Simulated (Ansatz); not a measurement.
# Zn3SnO3: the cost of one run

Program: Ansatz 0.2.0. Level of theory: DFT PBE, scalar-relativistic, plane waves, PAW, unless a step names another level. These are calculated values, not measurements.

11 further runs of the same task are left out: 8 that didn't finish, 3 set aside as unsound or not needed.

### 1 The system as given

Symmetry: P-6m2, No. 187, hexagonal system. The conventional cell has a = 3.370 Å, b = 3.370 Å, c = 11.072 Å, α = 90.00°, β = 90.00°, γ = 120.00°. Around Zn (site symmetry 3m) lie 3 O at 1.95 Å. Around Zn (site symmetry -6m2) lie 3 O at 1.95 Å. Sn (site symmetry -6m2) has 6 Sn at 3.37 Å and 6 O at 3.71 Å and 6 Zn at 3.73 Å as nearest neighbours. O (site symmetry 3m) has 3 Zn at 1.95 Å as nearest neighbours. Around O (site symmetry -6m2) lie 3 Zn at 1.95 Å.

Structure file:

```
Zn Sn O
1.0
     3.37021    0.00000    0.00000
    -1.68510    2.91869    0.00000
     0.00000    0.00000   11.07236
Zn Sn O
3 1 3
Direct
  0.66667 0.33333 0.78700
  0.33333 0.66667 0.00000
  0.66667 0.33333 0.21300
  0.00000 0.00000 0.50000
  0.33333 0.66667 0.78572
  0.66667 0.33333 0.00000
  0.33333 0.66667 0.21428
```

It came out lowest among 27 distinct ends of the trial cells. At a tolerance of 0.05 Å it has space group P-6m2 (No. 187).

### 2 Tight relaxation for the response runs, on the response runs' mesh and smearing

input.yaml

```yaml
crystal:
  lattice:
    - [3.3702094591, 0.0, 0.0]
    - [-1.6851047296, 2.9186870077, 0.0]
    - [0.0, 0.0, 11.0723627386]
  atoms:
    - { symbol: Zn, position: [0.6666666667, 0.3333333333, 0.7870046989] }
    - { symbol: Zn, position: [0.3333333333, 0.6666666667, 0.0] }
    - { symbol: Zn, position: [0.6666666667, 0.3333333333, 0.2129953011] }
    - { symbol: Sn, position: [0.0, 0.0, 0.5] }
    - { symbol: O, position: [0.3333333333, 0.6666666667, 0.7857161696] }
    - { symbol: O, position: [0.6666666667, 0.3333333333, 0.0] }
    - { symbol: O, position: [0.3333333333, 0.6666666667, 0.2142838304] }
basis:
  ecutwfc: 420
kpoints:
  mp_grid: { grid: [12, 12, 4] }
hamiltonian:
  xc: pbe
scf:
  occupations: { method: gaussian, width: 0.1 }
output:
  forces: true
  stress: true
  eigenvalues: true
relax:
  adjacent_minimum: "off"
  f_tol: 0.001
  max_steps: 60
  cell: { stress_tol: 0.01 }
```

Run with:

```sh
ansatz run input.yaml --threads 3 --pin off --max-ram 7680MiB --backend cpu --events-out ev --progress --plain --runs-dir out
```

Q: Estimate wall time and peak memory on 3 threads of Intel Xeon at 2.50GHz (Skylake/Cascade Lake), shared host.

About 66 s, with a peak of 0.57 GiB.
